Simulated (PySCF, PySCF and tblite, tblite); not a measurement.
# C3H5F2NSi: conformers and averaged spectra

Which conformers does C3H5F2NSi (`N#CC[SiH2]C(F)F`) populate, and what do their averaged NMR parameters look like?

Computed with tblite 0.8.0 (tight binding) and PySCF 2.14.0 (DFT, with response routines of our own); each step states its level. Atoms count from 0 throughout.

## Step 1: The starting structure

12 atoms, charge 0, multiplicity 1; geometry from: MMFF94s geometry.

Bonds of the start (Å): C1–C2 1.45, C2–H7 1.09, C2–H8 1.09, C2–Si3 1.88, C4–F5 1.37, C4–F6 1.36, C4–H11 1.09, N0–C1 1.17, Si3–C4 1.84, Si3–H10 1.48, Si3–H9 1.50.

## Step 2: GFN2-xTB relaxation, conformer 1

Job settings and geometry (Å):

```
{"job": {"xc": "GFN2-xTB", "basis": "xTB", "kind": "relax"}, "charge": 0, "multiplicity": 1}
N      3.543200    -0.001200     0.146100
C      2.426000    -0.304700    -0.037800
C      1.052200    -0.727700    -0.239600
Si    -0.153700     0.700100    -0.063500
C     -1.873700     0.070800    -0.233100
F     -1.967000    -0.699700    -1.360100
F     -2.735700     1.109100    -0.421500
H      0.947000    -1.152400    -1.239800
H      0.789700    -1.517300     0.472000
H      0.024600     1.311800     1.293000
H      0.168200     1.735600    -1.069400
H     -2.219600    -0.525100     0.611600
```

Run with:

```console
$ OMP_NUM_THREADS=1 python ens_run.py task.json out
```

The driver reads the study from task.json and runs its stages one after another.

Output:

```text
step      E/eV     max force
  0    -626.66598    3.558
  1    -626.55489   10.608
  2    -626.86087    0.921
  3    -626.88107    0.401
  4    -626.90050    0.369
  5    -626.90820    0.292
  6    -626.91200    0.111
  7    -626.91277    0.068
  8    -626.91316    0.051
  9    -626.91347    0.042
 10    -626.91378    0.063
 11    -626.91407    0.063
 12    -626.91433    0.047
 13    -626.91453    0.043
 14    -626.91465    0.025
 15    -626.91465    0.025
 16    -626.91470    0.025
 17    -626.91471    0.138
 18    -626.91481    0.027
 19    -626.91484    0.024
 20    -626.91495    0.020
 21    -626.91501    0.029
 22    -626.91507    0.026
 23    -626.91514    0.026
 24    -626.91523    0.026
 25    -626.91530    0.021
 26    -626.91534    0.021
 27    -626.91538    0.020
 28    -626.91543    0.020
 29    -626.91548    0.019
 30    -626.91552    0.015
 31    -626.91555    0.020
 32    -626.91559    0.019
 33    -626.91564    0.020
 34    -626.91567    0.018
 35    -626.91570    0.013
 36    -626.91572    0.016
 37    -626.91577    0.019
 38    -626.91583    0.027
 39    -626.91592    0.033
 40    -626.91602    0.031
 41    -626.91613    0.028
 42    -626.91624    0.031
 43    -626.91635    0.024
 44    -626.91644    0.020
 45    -626.91650    0.021
 46    -626.91655    0.022
 47    -626.91660    0.017
 48    -626.91664    0.015
 49    -626.91666    0.012
 50    -626.91668    0.013
 51    -626.91670    0.015
 52    -626.91673    0.016
 53    -626.91676    0.015
 54    -626.91679    0.014
 55    -626.91684    0.016
 56    -626.91689    0.016
 57    -626.91692    0.011
 58    -626.91694    0.010
 59    -626.91695    0.010
 60    -626.91698    0.015
 61    -626.91702    0.023
 62    -626.91707    0.026
 63    -626.91713    0.021
 64    -626.91716    0.021
 65    -626.91720    0.018
 66    -626.91724    0.017
 67    -626.91727    0.009
 68    -626.91728    0.010
 69    -626.91729    0.008
 70    -626.91730    0.009
 71    -626.91732    0.015
 72    -626.91735    0.018
 73    -626.91739    0.013
 74    -626.91741    0.010
 75    -626.91742    0.008
 76    -626.91744    0.008
 77    -626.91744    0.007
 78    -626.91745    0.005
 79    -626.91745    0.004
```

Wall time 0.93 s (1 thread of AMD EPYC, shared host).

Relaxing gained 0.251 eV and moved the atoms by 0.11 Å on average (rms).

GFN2-xTB relaxation, conformer 2:

Job settings and geometry (Å):

```
{"job": {"xc": "GFN2-xTB", "basis": "xTB", "kind": "relax"}, "charge": 0, "multiplicity": 1}
N      3.539600    -0.138500    -0.184100
C      2.420800     0.220900    -0.212000
C      1.044000     0.670000    -0.225500
Si    -0.166200    -0.710300     0.056700
C     -1.885900    -0.076300     0.026000
F     -2.122800     0.520200    -1.184800
F     -2.033200     0.903400     0.951900
H      0.896600     1.452200     0.537400
H      0.827400     1.137200    -1.195800
H      0.021700    -1.778600    -0.961700
H      0.115000    -1.362900     1.378400
H     -2.655800    -0.838000     0.185300
```

Output:

```text
step      E/eV     max force
  0    -626.63174    3.889
  1    -626.47816   12.199
  2    -626.86688    1.123
  3    -626.88862    0.438
  4    -626.90807    0.470
  5    -626.91656    0.403
  6    -626.92091    0.150
  7    -626.92181    0.084
  8    -626.92232    0.073
  9    -626.92276    0.072
 10    -626.92320    0.075
 11    -626.92359    0.078
 12    -626.92389    0.053
 13    -626.92408    0.041
 14    -626.92419    0.026
 15    -626.92419    0.026
 16    -626.92422    0.026
 17    -626.92423    0.113
 18    -626.92431    0.023
 19    -626.92434    0.027
 20    -626.92446    0.046
 21    -626.92453    0.036
 22    -626.92461    0.034
 23    -626.92470    0.033
 24    -626.92482    0.048
 25    -626.92493    0.039
 26    -626.92501    0.026
 27    -626.92507    0.023
 28    -626.92515    0.042
 29    -626.92523    0.050
 30    -626.92531    0.038
 31    -626.92536    0.021
 32    -626.92541    0.033
 33    -626.92545    0.034
 34    -626.92548    0.022
 35    -626.92550    0.008
 36    -626.92551    0.009
 37    -626.92552    0.018
 38    -626.92554    0.026
 39    -626.92556    0.023
 40    -626.92558    0.014
 41    -626.92559    0.013
 42    -626.92560    0.016
 43    -626.92561    0.012
 44    -626.92562    0.006
 45    -626.92562    0.005
 46    -626.92562    0.009
 47    -626.92563    0.010
 48    -626.92563    0.007
 49    -626.92564    0.004
```

Wall time 0.59 s (1 thread of AMD EPYC, shared host).

The energy fell by 0.294 eV, and the atoms moved 0.06 Å (root mean square).

GFN2-xTB relaxation, conformer 3:

Job settings and geometry (Å):

```
{"job": {"xc": "GFN2-xTB", "basis": "xTB", "kind": "relax"}, "charge": 0, "multiplicity": 1}
N      2.346700     1.261600    -1.260200
C      1.884600     0.515400    -0.510300
C      1.296600    -0.433900     0.449500
Si    -0.485400    -0.792700    -0.013300
C     -1.449900     0.756500    -0.135000
F     -1.292200     1.489700     0.990400
F     -2.776300     0.485500    -0.235200
H      1.870300    -1.356500     0.468000
H      1.332000    -0.013900     1.458300
H     -0.511900    -1.572200    -1.276600
H     -1.041300    -1.718900     1.031700
H     -1.172100     1.378500    -0.993400
```

Output:

```text
step      E/eV     max force
  0    -626.64618    3.353
  1    -626.79624    2.577
  2    -626.73433    5.080
  3    -626.85619    0.404
  4    -626.86636    0.299
  5    -626.88459    0.523
  6    -626.88938    0.257
  7    -626.89173    0.150
  8    -626.89320    0.145
  9    -626.89480    0.146
 10    -626.89604    0.127
 11    -626.89686    0.096
 12    -626.89730    0.053
 13    -626.89758    0.063
 14    -626.89783    0.049
 15    -626.89810    0.050
 16    -626.89837    0.054
 17    -626.89859    0.046
 18    -626.89877    0.035
 19    -626.89877    0.035
 20    -626.89883    0.059
 21    -626.89892    0.070
 22    -626.89901    0.031
 23    -626.89910    0.045
 24    -626.89923    0.064
 25    -626.89932    0.047
 26    -626.89941    0.033
 27    -626.89951    0.047
 28    -626.89967    0.080
 29    -626.89989    0.089
 30    -626.90016    0.063
 31    -626.90046    0.059
 32    -626.90081    0.061
 33    -626.90119    0.097
 34    -626.90156    0.089
 35    -626.90189    0.052
 36    -626.90222    0.057
 37    -626.90260    0.085
 38    -626.90299    0.096
 39    -626.90328    0.061
 40    -626.90342    0.021
 41    -626.90348    0.027
 42    -626.90354    0.035
 43    -626.90361    0.029
 44    -626.90369    0.023
 45    -626.90376    0.028
 46    -626.90384    0.040
 47    -626.90394    0.046
 48    -626.90402    0.031
 49    -626.90407    0.016
 50    -626.90410    0.018
 51    -626.90414    0.028
 52    -626.90420    0.037
 53    -626.90430    0.039
 54    -626.90446    0.043
 55    -626.90464    0.052
 56    -626.90478    0.047
 57    -626.90487    0.029
 58    -626.90495    0.026
 59    -626.90505    0.035
 60    -626.90516    0.036
 61    -626.90525    0.027
 62    -626.90531    0.025
 63    -626.90536    0.024
 64    -626.90544    0.025
 65    -626.90557    0.021
 66    -626.90562    0.011
 67    -626.90563    0.010
 68    -626.90565    0.010
 69    -626.90567    0.011
 70    -626.90569    0.011
 71    -626.90570    0.006
 72    -626.90570    0.005
 73    -626.90571    0.006
 74    -626.90571    0.005
 75    -626.90571    0.005
 76    -626.90572    0.006
 77    -626.90572    0.007
 78    -626.90572    0.006
 79    -626.90573    0.006
 80    -626.90573    0.004
```

Run time: 1 s. Hardware: 1 thread of AMD EPYC, shared host.

Relaxing gained 0.260 eV and moved the atoms by 0.16 Å on average (rms).

## Step 3: GFN2-xTB relaxation, conformer 4

Job settings and geometry (Å):

```
{"job": {"xc": "GFN2-xTB", "basis": "xTB", "kind": "relax"}, "charge": 0, "multiplicity": 1}
N     -2.273500     1.969600    -0.387600
C     -1.843600     0.943600    -0.111800
C     -1.296800    -0.382000     0.256900
Si     0.361400    -0.691100    -0.509500
C      1.646500     0.378700     0.246000
F      1.671100     0.193100     1.583500
F      1.333900     1.690500     0.041500
H     -1.233400    -0.461800     1.347800
H     -2.001400    -1.155000    -0.079800
H      0.699100    -2.135200    -0.276300
H      0.289300    -0.553500    -1.984700
H      2.648700     0.202500    -0.152100
```

Output:

```text
step      E/eV     max force
  0    -626.58437    3.171
  1    -626.74685    1.131
  2    -626.77060    2.222
  3    -626.78180    1.756
  4    -626.80624    0.355
  5    -626.81725    0.276
  6    -626.82800    0.414
  7    -626.83142    0.225
  8    -626.83385    0.140
  9    -626.83607    0.187
 10    -626.83806    0.196
 11    -626.83923    0.134
 12    -626.83978    0.065
 13    -626.84004    0.045
 14    -626.84024    0.051
 15    -626.84045    0.053
 16    -626.84064    0.041
 17    -626.84080    0.036
 18    -626.84080    0.036
 19    -626.84084    0.089
 20    -626.84096    0.027
 21    -626.84101    0.018
 22    -626.84106    0.020
 23    -626.84112    0.027
 24    -626.84123    0.037
 25    -626.84133    0.032
 26    -626.84142    0.023
 27    -626.84150    0.024
 28    -626.84160    0.034
 29    -626.84173    0.044
 30    -626.84190    0.046
 31    -626.84210    0.041
 32    -626.84233    0.052
 33    -626.84257    0.060
 34    -626.84280    0.043
 35    -626.84297    0.032
 36    -626.84312    0.038
 37    -626.84330    0.044
 38    -626.84351    0.049
 39    -626.84368    0.049
 40    -626.84380    0.030
 41    -626.84389    0.027
 42    -626.84400    0.033
 43    -626.84415    0.051
 44    -626.84430    0.051
 45    -626.84441    0.026
 46    -626.84447    0.019
 47    -626.84451    0.016
 48    -626.84456    0.025
 49    -626.84461    0.021
 50    -626.84466    0.021
 51    -626.84473    0.026
 52    -626.84482    0.030
 53    -626.84499    0.044
 54    -626.84523    0.048
 55    -626.84551    0.046
 56    -626.84573    0.040
 57    -626.84585    0.028
 58    -626.84592    0.024
 59    -626.84598    0.019
 60    -626.84604    0.025
 61    -626.84608    0.017
 62    -626.84614    0.022
 63    -626.84622    0.029
 64    -626.84629    0.024
 65    -626.84633    0.021
 66    -626.84639    0.024
 67    -626.84643    0.032
 68    -626.84648    0.025
 69    -626.84651    0.020
 70    -626.84655    0.019
 71    -626.84660    0.032
 72    -626.84667    0.037
 73    -626.84673    0.029
 74    -626.84676    0.015
 75    -626.84678    0.014
 76    -626.84680    0.022
 77    -626.84683    0.029
 78    -626.84687    0.030
 79    -626.84690    0.015
 80    -626.84691    0.011
 81    -626.84692    0.024
 82    -626.84693    0.019
 83    -626.84694    0.007
 84    -626.84695    0.018
 85    -626.84695    0.010
 86    -626.84695    0.006
 87    -626.84696    0.013
 88    -626.84697    0.016
 89    -626.84697    0.012
 90    -626.84698    0.006
 91    -626.84698    0.008
 92    -626.84698    0.011
 93    -626.84699    0.014
 94    -626.84700    0.012
 95    -626.84701    0.007
 96    -626.84701    0.009
 97    -626.84702    0.012
 98    -626.84704    0.014
 99    -626.84706    0.014
100    -626.84707    0.012
101    -626.84708    0.007
102    -626.84709    0.007
103    -626.84710    0.008
104    -626.84712    0.015
105    -626.84714    0.021
106    -626.84718    0.022
107    -626.84723    0.020
108    -626.84726    0.014
109    -626.84728    0.011
110    -626.84730    0.014
111    -626.84732    0.015
112    -626.84734    0.020
113    -626.84736    0.012
114    -626.84738    0.014
115    -626.84740    0.012
116    -626.84742    0.021
117    -626.84744    0.014
118    -626.84746    0.009
119    -626.84747    0.006
120    -626.84747    0.006
121    -626.84747    0.003
```

Run time: 1.5 s. Hardware: 1 thread of AMD EPYC, shared host.

Gain 0.263 eV; displacement 0.22 Å root mean square.

## Step 4: DFT optimisation, conformer 1: PBE0-D3(BJ)/def2-SVP

Job settings and geometry (Å):

```
{"job": {"kind": "geom", "xc": "PBE0", "basis": "def2-SVP", "d3": "d3bj", "grid": 1, "maxiter": 40}, "charge": 0, "multiplicity": 1}
N      3.520850    -0.016959     0.079067
C      2.435601    -0.354107    -0.045954
C      1.067672    -0.745879    -0.194588
Si    -0.078534     0.779994    -0.042281
C     -1.871639     0.068082    -0.258511
F     -1.984954    -0.559413    -1.464950
F     -2.774361     1.085553    -0.274815
H      0.946119    -1.219591    -1.172242
H      0.838943    -1.491846     0.570722
H     -0.024371     1.375911     1.291560
H      0.142406     1.724949    -1.132294
H     -2.216534    -0.647377     0.502060
```

Output:

```text
step   0  E = -660.34680364  max force = 0.036935
step   1  E = -660.34948993  max force = 0.006209
step   2  E = -660.34978930  max force = 0.001903
step   3  E = -660.34984864  max force = 0.000572
step   4  E = -660.34986050  max force = 0.000710
step   5  E = -660.34986331  max force = 0.000207
optimisation converged
```

It took 65 s on 1 thread of AMD EPYC, shared host; peak memory 0.53 GiB.

Gain 0.083 eV; displacement 0.07 Å root mean square.

## Step 5: DFT optimisation, conformer 2: PBE0-D3(BJ)/def2-SVP

Job settings and geometry (Å):

```
{"job": {"kind": "geom", "xc": "PBE0", "basis": "def2-SVP", "d3": "d3bj", "grid": 1, "maxiter": 40}, "charge": 0, "multiplicity": 1}
N      3.517355    -0.070329    -0.197517
C      2.426651     0.272393    -0.214505
C      1.052837     0.671438    -0.229773
Si    -0.093718    -0.826091     0.081695
C     -1.880665    -0.072376     0.018515
F     -2.098612     0.526516    -1.186620
F     -2.011842     0.910126     0.954489
H      0.901579     1.434011     0.539694
H      0.831900     1.126457    -1.199627
H     -0.017994    -1.810979    -0.994698
H      0.078119    -1.382606     1.421644
H     -2.704412    -0.779247     0.178444
```

Output:

```text
step   0  E = -660.34853727  max force = 0.036676
step   1  E = -660.35115271  max force = 0.006096
step   2  E = -660.35141959  max force = 0.001729
step   3  E = -660.35149148  max force = 0.000536
step   4  E = -660.35150655  max force = 0.000617
step   5  E = -660.35151393  max force = 0.000219
optimisation converged
```

Run time: 58 s. Hardware: 1 thread of AMD EPYC, shared host; peak memory 0.54 GiB.

Gain 0.081 eV; displacement 0.06 Å root mean square.

## Step 6: DFT optimisation, conformer 3: PBE0-D3(BJ)/def2-SVP

Job settings and geometry (Å):

```
{"job": {"kind": "geom", "xc": "PBE0", "basis": "def2-SVP", "d3": "d3bj", "grid": 1, "maxiter": 40}, "charge": 0, "multiplicity": 1}
N      2.318726     1.107767    -1.380415
C      1.889748     0.436470    -0.559996
C      1.321257    -0.405311     0.449525
Si    -0.469318    -0.908174    -0.016284
C     -1.452880     0.759957    -0.099737
F     -1.473033     1.344810     1.133268
F     -2.753698     0.531712    -0.429223
H      1.950387    -1.289182     0.560286
H      1.330308     0.138330     1.397391
H     -0.547859    -1.520921    -1.339681
H     -1.042787    -1.708608     1.062528
H     -1.069652     1.512465    -0.803689
```

Output:

```text
step   0  E = -660.34819134  max force = 0.028020
step   1  E = -660.35045502  max force = 0.006372
step   2  E = -660.35099091  max force = 0.002533
step   3  E = -660.35111243  max force = 0.000768
step   4  E = -660.35114409  max force = 0.000719
step   5  E = -660.35116575  max force = 0.000240
step   6  E = -660.35117140  max force = 0.000249
optimisation converged
```

Wall time 76 s (1 thread of AMD EPYC, shared host); peak memory 0.55 GiB.

Gain 0.081 eV; displacement 0.07 Å root mean square.

## Step 7: DFT optimisation, conformer 4: PBE0-D3(BJ)/def2-SVP

Job settings and geometry (Å):

```
{"job": {"kind": "geom", "xc": "PBE0", "basis": "def2-SVP", "d3": "d3bj", "grid": 1, "maxiter": 40}, "charge": 0, "multiplicity": 1}
N     -2.471253     1.763401    -0.658936
C     -1.956398     0.843216    -0.217980
C     -1.312510    -0.323498     0.312387
Si     0.316872    -0.711937    -0.617305
C      1.698916     0.319665     0.272295
F      1.715075     0.007296     1.601733
F      1.439287     1.652234     0.202487
H     -1.112903    -0.155721     1.374318
H     -2.008531    -1.160676     0.228105
H      0.676215    -2.114634    -0.408694
H      0.294961    -0.291443    -2.014166
H      2.721467     0.171411    -0.100270
```

Output:

```text
step   0  E = -660.34655805  max force = 0.031550
step   1  E = -660.34948038  max force = 0.005173
step   2  E = -660.34970549  max force = 0.001583
step   3  E = -660.34976497  max force = 0.000489
step   4  E = -660.34979468  max force = 0.001403
step   5  E = -660.34983155  max force = 0.002232
step   6  E = -660.34985813  max force = 0.001978
step   7  E = -660.34990896  max force = 0.000929
step   8  E = -660.34994311  max force = 0.000509
step   9  E = -660.34994716  max force = 0.000414
optimisation converged
```

Run time: 1.8 min. Hardware: 1 thread of AMD EPYC, shared host; peak memory 0.55 GiB.

Gain 0.092 eV; displacement 0.20 Å root mean square.

## Step 8: Shieldings, conformer 1: WP04/pcSseg-1

Job settings and geometry (Å):

```
{"job": {"xc": "WP04", "basis": "pcSseg-1", "kind": "nmr", "pop": true}, "charge": 0, "multiplicity": 1}
N      3.536125     0.311026     0.116252
C      2.471253    -0.126119    -0.011526
C      1.120071    -0.622976    -0.166169
Si    -0.185090     0.753289    -0.021705
C     -1.879183    -0.105083    -0.310754
F     -1.799735    -0.827861    -1.464479
F     -2.853934     0.826547    -0.455857
H      1.002930    -1.097150    -1.154609
H      0.922562    -1.398024     0.592911
H     -0.159623     1.367949     1.334101
H      0.015540     1.769290    -1.088168
H     -2.191349    -0.798464     0.493460
```

Output:

```text
coarse grid: 11216 points
cycle   1  E = -671.5484598133  dE =  7.005e-01  |g| = 1.153e+00  |ddm| = 3.184e+00
cycle   2  E = -670.9388865340  dE =  6.096e-01  |g| = 2.101e+00  |ddm| = 2.127e+00
cycle   3  E = -671.7168044658  dE = -7.779e-01  |g| = 4.820e-01  |ddm| = 1.666e+00
cycle   4  E = -671.7653177928  dE = -4.851e-02  |g| = 1.333e-01  |ddm| = 3.400e-01
cycle   5  E = -671.7683744181  dE = -3.057e-03  |g| = 4.131e-02  |ddm| = 1.025e-01
cycle   6  E = -671.7687450929  dE = -3.707e-04  |g| = 7.369e-03  |ddm| = 3.211e-02
cycle   7  E = -671.7687556623  dE = -1.057e-05  |g| = 2.024e-03  |ddm| = 6.160e-03
cycle   8  E = -671.7687565992  dE = -9.369e-07  |g| = 4.496e-04  |ddm| = 1.772e-03
final grid: 106616 points
cycle   9  E = -671.8408066532  dE = -3.669e-05  |g| = 7.740e-03  |ddm| = 2.155e-02
cycle  10  E = -671.8407922828  dE =  1.437e-05  |g| = 1.214e-02  |ddm| = 1.094e-02
cycle  11  E = -671.8408173449  dE = -2.506e-05  |g| = 1.965e-03  |ddm| = 6.548e-03
cycle  12  E = -671.8408179820  dE = -6.370e-07  |g| = 9.316e-04  |ddm| = 1.751e-03
cycle  13  E = -671.8408181591  dE = -1.771e-07  |g| = 1.569e-04  |ddm| = 5.828e-04
cycle  14  E = -671.8408181639  dE = -4.786e-09  |g| = 4.150e-05  |ddm| = 1.246e-04
cycle  15  E = -671.8408181643  dE = -3.720e-10  |g| = 1.083e-05  |ddm| = 3.708e-05
converged SCF energy = -671.8408181643

GIAO shielding tensors (ppm)
atom      isotropic    diamagn.    paramagn.     s11        s22        s33       span
  0 N      -44.367     338.584    -382.952   -226.761   -213.200    306.859    533.620
  1 C       56.898     260.285    -203.386    -62.663    -58.798    292.157    354.820
  2 C      173.395     256.606     -83.211    162.349    165.639    192.198     29.848
  3 Si     377.375     882.175    -504.800    361.093    371.162    399.869     38.777
  4 C       47.069     250.789    -203.720     24.836     51.893     64.477     39.641
  5 F      325.838     476.774    -150.937    198.572    334.190    444.750    246.178
  6 F      324.540     473.189    -148.648    195.998    332.635    444.988    248.991
  7 H       29.760      29.834      -0.074     24.579     29.388     35.312     10.733
  8 H       30.067      30.555      -0.488     25.231     29.273     35.697     10.467
  9 H       27.858      29.886      -2.027     24.726     26.531     32.318      7.593
 10 H       27.766      29.522      -1.756     24.785     26.598     31.916      7.131
 11 H       25.683      29.462      -3.779     23.658     25.687     27.705      4.047
```

Wall time 38 s (1 thread of AMD EPYC, shared host); peak memory 0.77 GiB.

Key values: HOMO -10.17 eV, LUMO -1.86 eV; dipole 3.12 D.

Orbitals, density, ELF and potential are computed afterwards from the orbital file.

Frontier orbitals at WP04/pcSseg-1, with the share of their density that lies nearest to each atom:

| orbital | energy (eV) | lies on |
| --- | --- | --- |
| HOMO | -10.17 | N0 31 %; C1, C4 about 13 % each; C2 10 % |
| LUMO | -1.86 | N0 22 %; C1 21 %; Si3 17 % |

ELF in a plane through or near 6 of the atoms.

Ten even steps from '0' (0.00) to '9' (0.97):
```
0000000000000000000000000000
0000000000000000000000000000
0000000000000000000000000000
0000000000000000000000000000
0000000000000010000000000000
0000232100001332100110000000
0003676420002322101564100000
0016998653011040212887400000
0038962876234252763848610000
0037932815679343985878610000
0014778617727936812423200000
0001346768444511245300000000
0000123433577300143100000000
0000000001466200344200000000
0000000000122000233100000000
0000000000000000000000000000
0000000000000000000000000000
0000000000000000000000000000
0000000000000000000000000000
0000000000000000000000000000
```
The map spans 12.3 Å across and 8.5 Å up, centred on the molecule. Atoms in the plane (x, y in Å): N0 (-3.5, 0.5), C1 (-2.5, 0.0), C2 (-1.1, -0.6), Si3 (0.2, 0.8), C4 (1.9, -0.2), F6 (2.9, 0.7).

On the surface of density 0.002 e/bohr³ the electrostatic potential runs, from the 1st to the 99th percentile, from -1.78 V near N0 to 2.18 V near H11.

(Part 1 of 2 ends here.)
